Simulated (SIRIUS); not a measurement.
HPbNO4 in SIRIUS: the effect of functional

The system is HPbNO4.

```xyz
7
Lattice="4.1992 0.1112 0.1682 1.9160 3.8913 0.1257 1.7609 1.2526 6.3727" Properties=species:S:1:pos:R:3 pbc="T T T"
H     6.1559    3.5396    4.2374
Pb    3.9410    4.7367    5.7714
N     2.1622    1.5295    2.0021
O     6.1170    3.6060    5.2180
O     2.2525    1.0554    0.8130
O     2.1821    0.7481    2.9790
O     2.0545    2.7723    2.1460
```

The cell was built by a generator and needn't be a form met in nature.

Alike in all runs:

| Item | Value |
| --- | --- |
| Program | SIRIUS 7.12.0 |
| Task | single point |
| Potentials or basis | PseudoDojo 0.4.1 PBE standard (scalar relativistic) |
| Cutoff | 1152 eV |
| Density cutoff | 4606 eV |
| k mesh | 3 × 3 × 2 |
| Occupations | fermi-dirac, width 0.05 eV |
| Spin | no spin polarisation |

```csv
functional,gap on the mesh (eV),pressure (GPa),largest force (eV/Å)
LDA,2.83,-4.7,0.43
PBE,2.83,-0.1,0.17
PBEsol,2.84,-2.7,0.22
RPBE,2.85,2.0,0.39
revPBE,2.85,1.5,0.34
BLYP,2.82,3.1,0.82
PW91,2.84,-0.1,0.17
AM05,2.86,-2.0,0.37
HLE16,2.76,-17.1,7.18
BPBE,?,?,?
mPWLYP,2.82,2.9,0.85
```

What does the run with functional BPBE give?

gap on the mesh 2.85 eV; pressure 0.2 GPa; largest force 0.21 eV/Å.

Caveats: all runs use coarse meshes; spin-orbit coupling is left out, which as a rule narrows the gap of such compounds by several tenths of an eV; an odd mesh through Γ misses points on the zone boundary, where band edges often lie; the potentials were made for another functional, which shifts forces and pressure (some runs); the potentials were made for a functional far from this one (some runs).
